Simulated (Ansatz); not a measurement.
# Ta2Si: the cost of one run

Program: Ansatz 0.2.0. Level of theory: DFT PBEsol, scalar-relativistic, plane waves, PAW. These are calculated values, not measurements.

## (1) The structure to begin with

Symmetry: Fm-3m, No. 225, cubic system. The conventional cell has a = 5.989 Å, b = 5.989 Å, c = 5.989 Å, α = 90.00°, β = 90.00°, γ = 90.00°. Ta (site symmetry -43m) is surrounded by 4 Si at 2.59 Å. Si (site symmetry m-3m) is surrounded by 8 Ta at 2.59 Å.

Coordinates:

```
Ta Si
1.0
     0.00000    2.99454    2.99454
     2.99454    0.00000    2.99454
     2.99454    2.99454    0.00000
Ta Si
2 1
Direct
  0.25000 0.25000 0.25000
  0.75000 0.75000 0.75000
  0.00000 0.00000 0.00000
```

This cell comes from an earlier session at PBEsol: 17.902 Å³/atom at 0.12 GPa, on a 10×10×10 mesh.

The changes: atom 2 (Ta) moved 0.08 Å along z; strain e6 = +0.01, atoms carried along.

## (2) Atom 2 (Ta) moved 0.08 Å along z

input.yaml reads:

```yaml
crystal:
  lattice:
    - [0.0, 2.994543887, 2.994543887]
    - [2.994543887, 0.0, 2.994543887]
    - [2.994543887, 2.994543887, 0.0]
  atoms:
    - { symbol: Ta, position: [0.25, 0.25, 0.25] }
    - { symbol: Ta, position: [0.7633576269, 0.7633576269, 0.7366423731] }
    - { symbol: Si, position: [0.0, 0.0, 0.0] }
basis:
  ecutwfc: 420
  ecutrho_ratio: 4
kpoints:
  mp_grid: { grid: [10, 10, 10] }
hamiltonian:
  xc: pbesol
scf:
  occupations: { method: gaussian, width: 0.05 }
output:
  forces: true
  stress: true
  eigenvalues: true
```

Q: Estimate wall time and peak memory on 4 threads of an Arm CPU, shared host.

About 6.3 s, with a peak of 0.52 GiB.
